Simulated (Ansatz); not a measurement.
ZrS, space group Fm-3m, a single point from a YAML input

Run with Ansatz 0.2.0 through its Python package.

Script `zrs.py`:
```python
import json
import logging
import sys
import warnings

import ansatz as az

logging.basicConfig(stream=sys.stdout, format="%(name)s: %(message)s")
logger = logging.getLogger("calc")
logger.setLevel(logging.INFO)

INPUT = """
crystal:
  lattice:
    - [0.0, 2.625, 2.625]
    - [2.625, 0.0, 2.625]
    - [2.625, 2.625, 0.0]
  atoms:
    - { symbol: Zr, position: [0.0, 0.0, 0.0] }
    - { symbol: S, position: [0.5, 0.5, 0.5] }
kpoints:
  mp_grid: { grid: [8, 8, 8] }
hamiltonian:
  xc: pbesol
scf:
  occupations: { method: cold, width: 0.15 }
output:
  stress: true
  eigenvalues: true
"""

warnings.simplefilter("ignore", az.DeckWarning)

out = az.Session.from_yaml(INPUT).plan(threads=1).execute()
r = out.report

logger.info(f"free energy      {r['free_energy_ev']:.5f} eV")
logger.info(f"per atom         {r['free_energy_ev'] / len(out.lattice.sites):.5f} eV")
logger.info(f"SCF iterations   {r['n_iterations']}  (converged: {r['converged']})")

gap = None if "band_edges_ev" not in r else r["band_edges_ev"][1] - r["band_edges_ev"][0]
print("gap on the k mesh:", "withheld (metal, or smearing too wide to tell)" if gap is None else f"{gap:.3f} eV")
print("lowest empty less highest filled band, by band count:", round(r["gap_by_band_count_ev"], 3), "eV")

keep = ["free_energy_ev", "energy_sigma0_ev", "fermi_energy_ev", "n_iterations", "converged", "magnetization_mub", "n_kpoints"]
with open("zrs.json", "w") as handle:
    json.dump({key: r[key] for key in keep}, handle, indent=1)
```

`python zrs.py` gives:
```text
calc: free energy      -5016.56432 eV
calc: per atom         -2508.28216 eV
calc: SCF iterations   6  (converged: True)
gap on the k mesh: withheld (metal, or smearing too wide to tell)
lowest empty less highest filled band, by band count: -2.835 eV
```

It writes `zrs.json`:
```json
{
 "free_energy_ev": -5016.564317436334,
 "energy_sigma0_ev": -5016.56461879633,
 "fermi_energy_ev": 14.532966992692618,
 "n_iterations": 6,
 "converged": true,
 "magnetization_mub": 0.0,
 "n_kpoints": 29
}
```

Notes:
- Absolute energies stand on the zero of these potentials, so only differences at equal settings mean something.
- No spin polarisation was allowed.
- For a metal this k-point mesh is coarse: on a finer one energies can move by several to tens of meV an atom and pressures by half a GPa or more, differences at one mesh by less.
- A gap by band count of zero or less means overlapping bands, a metal.
- Of the deposited cell: the entry's cell lengths or inner coordinates differ somewhat from later room-temperature determinations.
- At these settings the cell as given stands under about -7 GPa, so it isn't at this functional's equilibrium volume.
- The structure is a deposited one; some such entries were measured under pressure or heat, so a shift against it needn't be the functional's error alone.
- Gaps and levels are Kohn-Sham values on a finite set of k-points, without spin-orbit coupling.
- The whole script took 2.4 s on 1 thread of AMD EPYC 7R13 Processor (Zen 3), with other jobs on the host, peak memory 0.36 GiB.

(Lines on the test bed's own set-up are left out of the output.)
